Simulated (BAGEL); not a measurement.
# HF/cc-pVDZ (density fitting with qzvpp-jkfit) run of ZnBH3O (SMILES [BH2][Zn][OH])

Aim: the energy change on altering one bond length of ZnBH3O at HF/cc-pVDZ (density fitting with qzvpp-jkfit), from 2 runs. 

The results are computed with BAGEL 1.2.2.

4 further runs of the same task are left out: 4 that didn't finish. Runs told in other sessions of the task aren't counted.

### 1 Starting point

The species is ZnBH3O (6 atoms), meant as a singlet with charge 0. SMILES: `[BH2][Zn][OH]`. The shape is that of a PBE0-D4/def2-TZVP optimisation.

Bond lengths: B1–Zn2 2.036 Å, Zn2–O3 1.783 Å, B1–H4 1.197 Å, B1–H5 1.197 Å, O3–H6 0.958 Å. Angles: B1–Zn2–O3 176.1°, Zn2–B1–H4 122.1°, Zn2–B1–H5 121.9°, Zn2–O3–H6 118.1°, H4–B1–H5 116.0°.

### 2 A single-point energy at HF/cc-pVDZ (density fitting with qzvpp-jkfit)

Input file input.json:

```json
{ "bagel" : [

{
  "title" : "molecule",
  "basis" : "cc-pvdz.json",
  "df_basis" : "qzvpp-jkfit",
  "angstrom" : "true",
  "geometry" : [
    { "atom" : "B", "xyz" : [      -1.105600,       0.409400,      -0.906500 ] },
    { "atom" : "Zn", "xyz" : [       0.421100,      -0.026500,       0.368400 ] },
    { "atom" : "O", "xyz" : [       1.765400,      -0.289800,       1.510000 ] },
    { "atom" : "H", "xyz" : [      -1.663900,      -0.437200,      -1.543000 ] },
    { "atom" : "H", "xyz" : [      -1.498500,       1.529200,      -1.064800 ] },
    { "atom" : "H", "xyz" : [       2.081400,      -1.185100,       1.636000 ] }
  ]
},

{
  "title" : "hf"
},

{
  "title" : "print",
  "file" : "orbitals.molden",
  "orbitals" : "true"
}

]}
```

The basis set cc-pVDZ is read from a file made from the Basis Set Exchange's data (not shown).

Run with:

```console
$ BAGEL_NUM_THREADS=1 BAGEL input.json > input.out
```

Standard output:

```text
* using 1 threads per process

  ===============================================================
  ===============================================================

  *** Geometry ***

  { "atom" : "B", "xyz" : [     -2.089281,      0.773654,     -1.713037 ] },
  { "atom" : "Zn", "xyz" : [      0.795764,     -0.050078,      0.696175 ] },
  { "atom" : "O", "xyz" : [      3.336123,     -0.547643,      2.853486 ] },
  { "atom" : "H", "xyz" : [     -3.144315,     -0.826188,     -2.915847 ] },
  { "atom" : "H", "xyz" : [     -2.831755,      2.889769,     -2.012180 ] },
  { "atom" : "H", "xyz" : [      3.933276,     -2.239514,      3.091592 ] },

  Number of auxiliary basis functions:      470

  Since a DF basis is specified, we compute 2- and 3-index integrals:
    o Being stored without compression. Storage requirement is 0.028 GB

  Number of basis functions:       86
  Number of electrons      :       46

    * METHOD: MOLECULE                             0.30

  *** RHF ***

  === Nuclear Repulsion ===
   145.2752206503

      * DIIS with orbital gradients will be used.

  === RHF iteration (cc-pvdz.json) ===
      0      -1878.87085960          0.01848585           0.06
      1      -1878.96179994          0.01749458           0.06
      2      -1879.10743374          0.00162720           0.06
      3      -1879.10898200          0.00113070           0.06
      4      -1879.10940406          0.00021198           0.06
      5      -1879.10943464          0.00004622           0.06
      6      -1879.10943762          0.00001556           0.06
      7      -1879.10943795          0.00000428           0.06
      8      -1879.10943797          0.00000181           0.06
      9      -1879.10943797          0.00000084           0.06
     10      -1879.10943797          0.00000063           0.06
     11      -1879.10943797          0.00000017           0.06
     12      -1879.10943797          0.00000005           0.06
     13      -1879.10943797          0.00000002           0.06
     14      -1879.10943797          0.00000001           0.06
    * SCF iteration converged.

    * Permanent dipole moment:
           (    0.385932,     0.480776,     0.422018) a.u.

    * METHOD: HF                                   1.21

    * METHOD: PRINT                                0.02

  ===============================================================
```

Run time: 1.7 s. Hardware: 1 thread of Arm Neoverse V1, shared host; peak memory 0.12 GiB.

### 3 The distorted shape at the same level

Input file input.json:

```json
{ "bagel" : [

{
  "title" : "molecule",
  "basis" : "cc-pvdz.json",
  "df_basis" : "qzvpp-jkfit",
  "angstrom" : true,
  "geometry" : [
    { "atom" : "B", "xyz" : [      -0.909136,      -0.150539,      -0.827345 ] },
    { "atom" : "Zn", "xyz" : [       0.617564,      -0.586439,       0.447555 ] },
    { "atom" : "O", "xyz" : [       1.961864,      -0.849739,       1.589155 ] },
    { "atom" : "H", "xyz" : [      -1.467436,      -0.997139,      -1.463845 ] },
    { "atom" : "H", "xyz" : [      -1.498500,       1.529200,      -1.064800 ] },
    { "atom" : "H", "xyz" : [       2.277864,      -1.745039,       1.715155 ] }
  ]
},

{
  "title" : "hf"
},

{
  "title" : "print",
  "file" : "orbitals.molden",
  "orbitals" : true
}

]}
```

The basis set cc-pVDZ is read from a file made from the Basis Set Exchange's data (not shown).

Run with:

```console
$ BAGEL_NUM_THREADS=1 BAGEL input.json > input.out
```

Standard output:

```text
* using 1 threads per process

  ===============================================================
  ===============================================================

  *** Geometry ***

  { "atom" : "B", "xyz" : [     -1.718018,     -0.284477,     -1.563455 ] },
  { "atom" : "Zn", "xyz" : [      1.167027,     -1.108209,      0.845756 ] },
  { "atom" : "O", "xyz" : [      3.707386,     -1.605774,      3.003068 ] },
  { "atom" : "H", "xyz" : [     -2.773052,     -1.884320,     -2.766266 ] },
  { "atom" : "H", "xyz" : [     -2.831755,      2.889769,     -2.012180 ] },
  { "atom" : "H", "xyz" : [      4.304539,     -3.297646,      3.241173 ] },

  Number of auxiliary basis functions:      470

  Since a DF basis is specified, we compute 2- and 3-index integrals:
    o Being stored without compression. Storage requirement is 0.028 GB

  Number of basis functions:       86
  Number of electrons      :       46

    * METHOD: MOLECULE                             0.30

  *** RHF ***

  === Nuclear Repulsion ===
   143.5728979832

      * DIIS with orbital gradients will be used.

  === RHF iteration (cc-pvdz.json) ===
      0      -1878.79305338          0.01853783           0.07
      1      -1878.88235440          0.01809237           0.06
      2      -1879.03750002          0.00170607           0.07
      3      -1879.03979419          0.00108857           0.06
      4      -1879.04022826          0.00025854           0.06
      5      -1879.04027808          0.00005120           0.07
      6      -1879.04028230          0.00001502           0.07
      7      -1879.04028265          0.00000373           0.07
      8      -1879.04028267          0.00000137           0.07
      9      -1879.04028268          0.00000060           0.07
     10      -1879.04028268          0.00000037           0.07
     11      -1879.04028268          0.00000017           0.07
     12      -1879.04028268          0.00000004           0.07
     13      -1879.04028268          0.00000001           0.07
     14      -1879.04028268          0.00000001           0.07
    * SCF iteration converged.

    * Permanent dipole moment:
           (    0.147725,     0.971511,     0.294359) a.u.

    * METHOD: HF                                   1.28

    * METHOD: PRINT                                0.02

  ===============================================================
```

It took 1.7 s on 1 thread of Arm Neoverse V1, shared host; peak memory 0.12 GiB.

### 4 What came out

At HF/cc-pVDZ (density fitting with qzvpp-jkfit):

```
                                                         quantity           value
                                        first shape: total energy  -1879.10944 Eh
                                       first shape: dipole moment          1.90 D
                                         first shape: HOMO energy       -10.31 eV
                                         first shape: LUMO energy         0.83 eV
                                       first shape: HOMO–LUMO gap        11.14 eV
                                    distorted shape: total energy  -1879.04028 Eh
                                   distorted shape: dipole moment          2.61 D
                                     distorted shape: HOMO energy       -10.03 eV
                                     distorted shape: LUMO energy         0.57 eV
                                   distorted shape: HOMO–LUMO gap        10.60 eV
energy change with the B1–H5 bond stretched from 1.197 to 1.796 Å        1.882 eV
```

With the B1–H5 bond stretched from 1.197 to 1.796 Å the energy rises by 1.88 eV (43 kcal/mol). The first shape isn't relaxed at this level, so the change isn't measured from a minimum.
